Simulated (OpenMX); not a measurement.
Crystal: BiTe.

```
Bi Te
1.0
     2.42271    1.39875    3.31729
    -2.42271    1.39875    3.31729
     0.00000   -2.79750    3.31729
Bi Te
1 1
Direct
  0.50000 0.50000 0.50000
  0.00000 0.00000 0.00000
```

The cell comes from a database or a generator and needn't be the stable form of this composition.

Base run:

| Item | Value |
| --- | --- |
| Program | OpenMX 3.8.5 |
| Functional | PBE |
| Potentials or basis | OpenMX 2013 PBE set, Bi8.0-s3p2d2f1, Te7.0-s3p2d2f1, grid cutoff 500 Ry |
| k mesh | 5 × 5 × 5 |
| Occupations | fermi-dirac, width 0.05 eV |
| Spin | no spin polarisation |

Its results: band gap on the k mesh none (metal or under the smearing width); pressure 1.4 GPa.

Q: The run is repeated on the same cell with these changes: dispersion from none to D3(BJ). What comes out?

A: Band gap on the k mesh none (metal or under the smearing width); pressure -0.8 GPa.

Dispersion adds attraction, which lowers the pressure at fixed volume and, as a term added to the energy, leaves the levels alone.

Caveats: spin-orbit coupling is left out, which moves the levels of the heavy elements; the basis of atomic orbitals isn't converged, which shifts pressures, moduli and gaps; pairwise dispersion overbinds metals, which lowers pressure and volume (some runs).
